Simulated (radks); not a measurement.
**Taking charge from the 3p level of Cu⁴⁺ in fractions**

An exercise on one series of results from a longer session: the logs are not shown, and one member is left open.

Program: radks (a radial shooting solver on a logarithmic mesh, Libxc functionals) version 1. Level of theory: Dirac Kohn-Sham, LDA (Slater exchange, Perdew-Wang correlation), spin-unpolarised, spherical densities, finite nucleus; open shells are shared between the two j in proportion to 2j + 1. These are calculated values, not measurements, unless marked.

## The atom as given

```
element            : copper (Z = 29)
charge             : +4
electrons          : 25
configuration      : [Ar] 3d7
nuclear rms radius : 3.8823 fm
```

The outer shells:

Cu⁴⁺
```
[Ar] core
3d [↑↓][↑↓][↑ ][↑ ][↑ ]
```

Set-up of the first run:

Input:

```text
Z 29
configuration [Ar] 3d7
relativity Dirac
functional lda,pw
spin unpolarised
j_filling average
nucleus finite rms 3.8823 fm
c 137.035999084
```

Steps of the session up to this table: Start: [Ar] 3d7.

One of the session's tables, all rows but one given; the rest of the session is left out.

It belongs to the step «Start: [Ar] 3d7». From the orbitals of this run (lengths in bohr):

```
level     <r>  outermost maximum (interpolated)  90 % within  nodes
2s1/2  0.2354                             0.197        0.365      1
2p1/2  0.2044                             0.156        0.335      0
2p3/2  0.2077                             0.159        0.340      0
3s1/2  0.7004                             0.610         1.05      2
3p1/2  0.7203                             0.608         1.11      1
3p3/2       ?                                 ?            ?      ?
3d3/2  0.8025                             0.573         1.34      0
3d5/2  0.8061                             0.575         1.34      0
```

**Question.** Estimate the row for 3p3/2.

The run gave: <r>: 0.7297; outermost maximum (interpolated): 0.616; 90 % within: 1.12; nodes: 1. In the column «<r>» it lies between 3p1/2 (0.7203) and 3d3/2 (0.8025).
